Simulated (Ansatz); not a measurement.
Run this with Ansatz 0.2.0 through its Python package and show what comes out.

The script, `geh_x2c.py`:
```python
import ansatz as az
import numpy as np

GEOMETRY = """
Ge    0.00000    0.00000    0.00000
H     0.00000    0.00000    1.58000
"""

molecule = az.Crystal.molecule()
for line in GEOMETRY.strip().splitlines():
    symbol, *xyz = line.split()
    molecule = molecule.atom(symbol, [float(v) for v in xyz])

setup = molecule.calculation().functional("b3lyp").charge(1).forces()
sets = {"none": "cc-pVTZ", "scalar": "cc-pVTZ-DK"}
found = {kind: setup.basis(gaussian=basis).pseudopotentials(relativity=kind).run(threads=1).report for kind, basis in sets.items()}
for kind, each in found.items():
    dipole = 4.803205 * np.linalg.norm(each["charge_distribution"]["dipole_moment_e_ang"])
    print(f"{kind:7s} E = {each['free_energy_ev']:.4f} eV  dipole {dipole:.3f} D  largest force component {np.abs(each['forces_ev_ang']).max():.4f} eV/A")
print(f"relativity lowers the total energy by {found['none']['free_energy_ev'] - found['scalar']['free_energy_ev']:.3f} eV")
```

`python geh_x2c.py` gives:
```text
none    E = -56527.0536 eV  dipole 0.262 D  largest force component 0.1773 eV/A
scalar  E = -57119.8001 eV  dipole 0.198 D  largest force component 0.1424 eV/A
relativity lowers the total energy by 592.747 eV
```

What to keep in mind:
- Total energies depend on the basis set; only differences at equal settings carry meaning.
- The geometry is a force-field or estimated start, not a minimum of this method. The basis set changes with the Hamiltonian (a set recontracted for scalar relativity), and most of the change in the total lies in the cores.
- An ion's dipole depends on the origin; the program takes it about the centre of nuclear charge.
- b3lyp holds the VWN-RPA fit, as in Gaussian; the form of ORCA and Turbomole is b3lyp5.
- The whole script took 2 s on 1 thread of Arm Neoverse V1, with other jobs on the host, peak memory 0.17 GiB.
